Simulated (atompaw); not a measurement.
**A PAW (atompaw) potential for gallium, from input to tests**

Aim: build the potential from the settings below, then test how well it stands in for the atom: scattering, ghost states and the plane-wave cutoff that it needs.

Program: atompaw 4.2.0.5. Reference atom: PBE, scalar-relativistic, spherical and spin-unpolarised. All values are calculated.

**1. The design**

Typed settings, in words:

* element: gallium (Ga, Z = 31)
* type: PAW
* frozen core: [Ar] 3d10
* valence charge: 3
* reference configuration: 4s1 4p2
* partial waves: 4s (bound): rc 1.50 bohr; 4s channel at 0.15 Ry: rc 1.50 bohr; 4p (bound): rc 2.40 bohr; 4p channel at 0.05 Ry: rc 2.40 bohr; 4d channel at 0.45 Ry: rc 2.65 bohr; 4d channel at 2.6 Ry: rc 2.65 bohr
* local potential: ultrasoft scheme with l = 3 at 0 Ry, radius 2.30 bohr
* core correction: smooth core density matched at 2.55 bohr
* augmentation charge: gaussian compensation charge, radius 1.95 bohr; PAW radius 2.65 bohr; waves and projectors: custom rrkj gramschmidtortho

The nodes and maxima of the atom's own shells, from an earlier all-electron run, set the scale for the radii.

All-electron outer shells of the reference configuration (PBE, scalar-relativistic, ld1.x):

```
shell  level (eV)  outermost node (bohr)  outermost maximum (bohr)
   3p     -100.79                   0.24                      0.56
   3d      -21.04                      –                      0.53
   4s      -10.04                   0.80                      1.87
   4p       -3.35                   0.87                      2.47
```

**2. Generating the potential**

Contents of Ga.input:

```
Ga 31
GGA-PBE scalarrelativistic loggrid 1500 logderivrange -3 5 201
4 4 3 0 0 0
4 0 1
4 1 2
0 0 0
c
c
c
v
c
c
v
c
2
2.65 1.95 2.30 2.55
y
0.15
n
y
0.05
n
y
0.45
y
2.6
n
custom rrkj gramschmidtortho gaussian
3 0 ultrasoft
1.50
1.50
2.40
2.40
2.65
2.65
PWSCFOUT
UPFDX 0.0125d0 UPFXMIN -7.d0 UPFZMESH 31.d0
END
```

Command:

```bash
atompaw < Ga.input > Ga.log
```

Before running it: what results should come out? Wanted: cutoffs for 10 and 1 mRy, occupied levels; bound ghosts; largest phase difference near zero energy, channels read; lowest eigenvalue of the overlap; share of valence orbitals outside the PAW sphere; UPF file.

**Answer**, as computed:

```
                                                quantity             value
               cutoffs for 10 and 1 mRy, occupied levels   15 Ry and 18 Ry
                                            bound ghosts        none found
largest phase difference near zero energy, channels read         0.013 rad
         lowest eigenvalue of the overlap (Bessel basis)         0.704 (s)
        share of valence orbitals outside the PAW sphere  4s 29 %, 4p 60 %
                                                UPF file       not written
```

In words: It counts as soft on the atom at that tolerance, with 15 Ry needed at the looser tolerance. The slowest occupied level is 4s: taken alone it needs 18 Ry to come within 1 mRy, against 8 Ry for 4p. The Bessel-basis test finds no level below the valence levels. Near zero energy the phases of the channels with partial waves agree within 0.013 rad. The pseudo core plus compensation charge is negative at some radii, so no UPF file was written.
